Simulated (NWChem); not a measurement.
# GaSiNH8 (SMILES [SiH3][NH2+][GaH3-]) at 4 levels

Aim: a comparison of 4 runs (HF/STO-3G, HF/3-21G, B3LYP/6-31G*) of GaSiNH8. 

Program for the calculation: NWChem 7.3.0.

### 1 The system as given

GaSiNH8: 11 atoms, total charge 0, spin state singlet. As SMILES, `[SiH3][NH2+][GaH3-]`. The shape is that of a PBE0-D4/def2-TZVP optimisation.

Bond lengths: Si1–N2 1.778 Å, N2–Ga3 2.180 Å, Si1–H4 1.486 Å, Si1–H5 1.478 Å, Si1–H6 1.478 Å, N2–H7 1.015 Å, N2–H8 1.015 Å, Ga3–H9 1.581 Å, Ga3–H10 1.581 Å, Ga3–H11 1.581 Å. Some angles: Si1–N2–Ga3 113.0°, Si1–N2–H7 113.3°, Si1–N2–H8 113.3°, Ga3–N2–H7 104.7°, Ga3–N2–H8 104.7°, N2–Si1–H4 110.4°, N2–Si1–H5 106.8°, N2–Si1–H6 106.8°, N2–Ga3–H9 98.2°, N2–Ga3–H10 98.2°.

### 2 Energy and forces at HF/STO-3G (run 1)

gah8nsi.nw reads:

```
echo
START gah8nsi
memory stack 880 mb heap 220 mb global 1100 mb
GEOMETRY units au noautosym nocenter noautoz
  Si -1.98477935  1.92298530 -1.08224615
  N  -0.97264204 -1.13345773 -0.12150939
  Ga  2.90828851 -1.18410239  1.25723479
  H  -4.64060044  1.83549098 -1.99233825
  H  -0.28629351  2.72196151 -3.14941756
  H  -1.79108242  3.57762950  1.15859109
  H  -2.00934579 -1.85911256  1.31978473
  H  -1.00136587 -2.42414067 -1.54012679
  H   2.57588568  0.72111949  3.53340991
  H   4.25150584 -0.18424830 -1.21641671
  H   3.07401749 -4.10221747  1.87196270
END
BASIS "ao basis" spherical bse
  Si library STO-3G
  N library STO-3G
  Ga library STO-3G
  H library STO-3G
END
SCF
  thresh 1e-08
  maxiter 80
  noprint "final vectors analysis"
END
TASK scf gradient
```

Launch:

```sh
$ nwchem gah8nsi.nw > gah8nsi.out
```

The program printed:

```text
[...]
  functions       =    40
[...]
  wavefunction    = RHF
[...]
         Total SCF energy =  -2244.896587763750
      One-electron energy =  -3655.905324249443
      Two-electron energy =   1156.007214607530
 Nuclear repulsion energy =    255.001521878163
        Time for solution =      5.2s
[...]
                         RHF ENERGY GRADIENTS
    atom               coordinates                        gradient
                 x          y          z           x          y          z
   1 Si     -1.984779   1.922985  -1.082246    0.009958  -0.032991   0.009989
   2 N      -0.972642  -1.133458  -0.121509   -0.046431  -0.011899  -0.013949
   3 Ga      2.908289  -1.184102   1.257235    0.000391   0.000983  -0.000032
   4 H      -4.640600   1.835491  -1.992338   -0.030765   0.002095  -0.011149
   5 H      -0.286294   2.721962  -3.149418    0.018937   0.008828  -0.022469
   6 H      -1.791082   3.577630   1.158591    0.002497   0.018171   0.024612
   7 H      -2.009346  -1.859113   1.319785    0.008588   0.006284  -0.006505
   8 H      -1.001366  -2.424141  -1.540127    0.003559   0.009048   0.007682
   9 H       2.575886   0.721119   3.533410   -0.003728   0.039026   0.047849
  10 H       4.251506  -0.184248  -1.216417    0.030674   0.020442  -0.049695
  11 H       3.074017  -4.102217   1.871963    0.006320  -0.059988   0.013666
[...]
```

Wall time 7.2 s (1 thread of Intel Xeon Platinum 8488C (Sapphire Rapids), shared host); peak memory 0.097 GiB.

### 3 Energy and gradient at HF/3-21G (run 2)

run.py reads:

```python
from ase import Atoms
from ase.calculators.nwchem import NWChem

mol = Atoms(['Si', 'N', 'Ga', 'H', 'H', 'H', 'H', 'H', 'H', 'H', 'H'], positions=[
    [-1.050300, 1.017600, -0.572700],
    [-0.514700, -0.599800, -0.064300],
    [1.539000, -0.626600, 0.665300],
    [-2.455700, 0.971300, -1.054300],
    [-0.151500, 1.440400, -1.666600],
    [-0.947800, 1.893200, 0.613100],
    [-1.063300, -0.983800, 0.698400],
    [-0.529900, -1.282800, -0.815000],
    [1.363100, 0.381600, 1.869800],
    [2.249800, -0.097500, -0.643700],
    [1.626700, -2.170800, 0.990600],
])

calc = NWChem(
    label='gah8nsi',
    theory='scf',
    memory='2200 mb',
    basis='3-21G',
    basispar='spherical bse',
    scf={'nopen': '0', 'rhf': None, 'thresh': '1e-08', 'maxiter': '80'},
)
mol.calc = calc

forces = mol.get_forces()
print(f"energy = {mol.get_potential_energy():.6f} eV")
print("forces (eV/A):")
for s, f in zip(mol.symbols, forces):
    print(f"{s:2s} {f[0]:10.5f} {f[1]:10.5f} {f[2]:10.5f}")
print("dipole (e A):", mol.get_dipole_moment().round(4))
```

Launch:

```sh
$ export ASE_NWCHEM_COMMAND="nwchem PREFIX.nwi > PREFIX.nwo"
$ python run.py
```

The program printed:

```text
energy = -61498.288510 eV
forces (eV/A):
Si   -0.13534    0.93562   -0.23202
N     0.57886   -0.97928    0.39472
Ga   -1.00695   -0.01064   -0.35461
H     0.00154   -0.00098    0.00051
H    -0.05867    0.04942    0.01476
H    -0.03070    0.03456   -0.06330
H     0.18934   -0.00314    0.01553
H     0.15802    0.01646    0.10722
H     0.03615    0.13493    0.20548
H     0.16815    0.06320   -0.16902
H     0.09955   -0.24019    0.08073
dipole (e A): [-1.0191  0.0251 -0.3645]
```

The calculator wrote gah8nsi.nwi:

```
title "gah8nsi"

permanent_dir gah8nsi

scratch_dir gah8nsi

start gah8nsi

geometry units angstrom nocenter noautosym noautoz
  Si -1.0503000000000000e+00 1.0176000000000001e+00 -5.7269999999999999e-01
  N  -5.1470000000000005e-01 -5.9980000000000000e-01 -6.4299999999999996e-02
  Ga 1.5389999999999999e+00 -6.2660000000000005e-01 6.6530000000000000e-01
  H  -2.4557000000000002e+00 9.7130000000000005e-01 -1.0543000000000000e+00
  H  -1.5150000000000000e-01 1.4403999999999999e+00 -1.6666000000000001e+00
  H  -9.4779999999999998e-01 1.8932000000000000e+00 6.1309999999999998e-01
  H  -1.0632999999999999e+00 -9.8380000000000001e-01 6.9840000000000002e-01
  H  -5.2990000000000004e-01 -1.2827999999999999e+00 -8.1499999999999995e-01
  H  1.3631000000000000e+00 3.8159999999999999e-01 1.8697999999999999e+00
  H  2.2498000000000000e+00 -9.7500000000000003e-02 -6.4370000000000005e-01
  H  1.6267000000000000e+00 -2.1707999999999998e+00 9.9060000000000004e-01
end

memory 2200 mb

basis spherical bse noprint
   * library 3-21G
end

scf
  nopen 0
  rhf
  thresh 1e-08
  maxiter 80
end

task scf gradient
```

gah8nsi.nwo (excerpt; [...] marks lines left out):

```text
[...]
      One-electron energy =  -3661.414120406326
[... 1 line left out ...]
 Nuclear repulsion energy =    255.001540321365
[... 48 lines left out ...]
                       ROHF Final Molecular Orbital Analysis
[... 269 lines left out ...]
     1   1 0 0     -1.925788      0.000000     55.734255
[...]
  wavefunction    =   RHF
                         RHF ENERGY GRADIENTS
    atom               coordinates                        gradient
                 x          y          z           x          y          z
   1 Si     -1.984779   1.922985  -1.082246    0.002632  -0.018195   0.004512
   2 N      -0.972642  -1.133458  -0.121509   -0.011257   0.019044  -0.007676
   3 Ga      2.908288  -1.184102   1.257235    0.019582   0.000207   0.006896
[... 7 lines of this table left out ...]
  11 H       3.074017  -4.102217   1.871963   -0.001936   0.004671  -0.001570
[...]
```

Run time: 6.3 s. Hardware: 1 thread of Intel Xeon Platinum 8488C (Sapphire Rapids), shared host; peak memory 0.097 GiB.

Run 3 isn't shown in full; the table further down has it.

### 4 Energy and gradient at B3LYP/6-31G(d) (Cartesian functions) (run 4)

run.py reads:

```python
from ase import Atoms
from ase.calculators.nwchem import NWChem

molecule = Atoms(['Si', 'N', 'Ga', 'H', 'H', 'H', 'H', 'H', 'H', 'H', 'H'], positions=[
    [-1.050300, 1.017600, -0.572700],
    [-0.514700, -0.599800, -0.064300],
    [1.539000, -0.626600, 0.665300],
    [-2.455700, 0.971300, -1.054300],
    [-0.151500, 1.440400, -1.666600],
    [-0.947800, 1.893200, 0.613100],
    [-1.063300, -0.983800, 0.698400],
    [-0.529900, -1.282800, -0.815000],
    [1.363100, 0.381600, 1.869800],
    [2.249800, -0.097500, -0.643700],
    [1.626700, -2.170800, 0.990600],
])

calc = NWChem(
    label='test',
    theory='dft',
    memory='2200 mb',
    basis='6-31G*',
    dft={'xc': 'b3lyp', 'mult': '1', 'grid': 'xfine', 'convergence': 'energy 1e-08', 'iterations': '100', 'mulliken': None},
)
molecule.calc = calc

forces = molecule.get_forces()
e = molecule.get_potential_energy()
print(f"E = {e:.6f} eV")
print("forces (eV/A):")
for s, f in zip(molecule.symbols, forces):
    print(f"{s:2s} {f[0]:10.5f} {f[1]:10.5f} {f[2]:10.5f}")
print("dipole (e A):", molecule.get_dipole_moment().round(4))
```

Launch:

```sh
$ export ASE_NWCHEM_COMMAND="nwchem PREFIX.nwi > PREFIX.nwo"
$ python run.py
```

The program printed:

```text
E = -61870.262622 eV
forces (eV/A):
Si   -0.13956    0.40809   -0.12902
N     0.11174   -0.14177    0.06448
Ga    0.11004   -0.00926    0.03934
H    -0.02792    0.02170   -0.01419
H    -0.01800    0.00920   -0.00864
H    -0.01784    0.00962   -0.00833
H    -0.11714   -0.09935    0.17895
H     0.00453   -0.16542   -0.16357
H     0.01975    0.02977    0.05980
H     0.05502    0.01018   -0.03939
H     0.01933   -0.07276    0.02052
dipole (e A): [-0.9267  0.0035 -0.3276]
```

The calculator wrote test.nwi:

```
title "test"

permanent_dir test

scratch_dir test

start test

geometry units angstrom nocenter noautosym noautoz
  Si -1.0503000000000000e+00 1.0176000000000001e+00 -5.7269999999999999e-01
  N  -5.1470000000000005e-01 -5.9980000000000000e-01 -6.4299999999999996e-02
  Ga 1.5389999999999999e+00 -6.2660000000000005e-01 6.6530000000000000e-01
  H  -2.4557000000000002e+00 9.7130000000000005e-01 -1.0543000000000000e+00
  H  -1.5150000000000000e-01 1.4403999999999999e+00 -1.6666000000000001e+00
  H  -9.4779999999999998e-01 1.8932000000000000e+00 6.1309999999999998e-01
  H  -1.0632999999999999e+00 -9.8380000000000001e-01 6.9840000000000002e-01
  H  -5.2990000000000004e-01 -1.2827999999999999e+00 -8.1499999999999995e-01
  H  1.3631000000000000e+00 3.8159999999999999e-01 1.8697999999999999e+00
  H  2.2498000000000000e+00 -9.7500000000000003e-02 -6.4370000000000005e-01
  H  1.6267000000000000e+00 -2.1707999999999998e+00 9.9060000000000004e-01
end

memory 2200 mb

basis noprint
   * library 6-31G*
end

dft
  xc b3lyp
  mult 1
  grid xfine
  convergence energy 1e-08
  iterations 100
  mulliken
end

task dft gradient
```

test.nwo (excerpt; [...] marks lines left out):

```text
[...]
         Total DFT energy =    -2273.690232689221
[...]
  wavefunction    = closed shell
                         DFT ENERGY GRADIENTS
    atom               coordinates                        gradient
                 x          y          z           x          y          z
   1 Si     -1.984779   1.922985  -1.082246    0.002714  -0.007936   0.002509
   2 N      -0.972642  -1.133458  -0.121509   -0.002173   0.002757  -0.001254
   3 Ga      2.908288  -1.184102   1.257235   -0.002140   0.000180  -0.000765
[... 7 lines of this table left out ...]
  11 H       3.074017  -4.102217   1.871963   -0.000376   0.001415  -0.000399
[...]
```

It took 53 s on 1 thread of Intel Xeon Platinum 8488C (Sapphire Rapids), shared host; peak memory 0.15 GiB.

### 5 The series

```tsv
run	level	iteration cap	module	energy (Eh)	dipole moment (D)	largest force (eV/Å)	wall time
1	HF/STO-3G	80	scf	-2244.896588	5.91	3.182	7.2 s
2	HF/3-21G	80	scf	-2260.020436	5.20	1.204	6.3 s
3	B3LYP/6-31G* (spherical functions)	100	dft	-2273.682716	4.73	0.460	51 s
4	B3LYP/6-31G* (Cartesian functions)	100	dft	-2273.690233	4.72	0.450	53 s
```

### 6 What came out

| quantity | value |
| --- | --- |
| run 4: total energy | -2273.69023 Eh |
| run 4: dipole moment | 4.72 D |
| run 4: HOMO energy | -7.29 eV |
| run 4: LUMO energy | -0.66 eV |
| run 4: HOMO–LUMO gap | 6.63 eV |
| run 4: largest force on an atom | 0.450 eV/Å |

The dipole moment (its size) runs from 4.72 D (B3LYP/6-31G*) to 5.91 D (HF/STO-3G). The two ends differ in method and basis. Over runs 2, 3, 4 the HOMO–LUMO gap runs from 6.63 eV (B3LYP/6-31G*) to 13.22 eV (HF/3-21G). In run 1 the basis is minimal, so the values are rough. All runs together took 2 min, the longest 53 s.
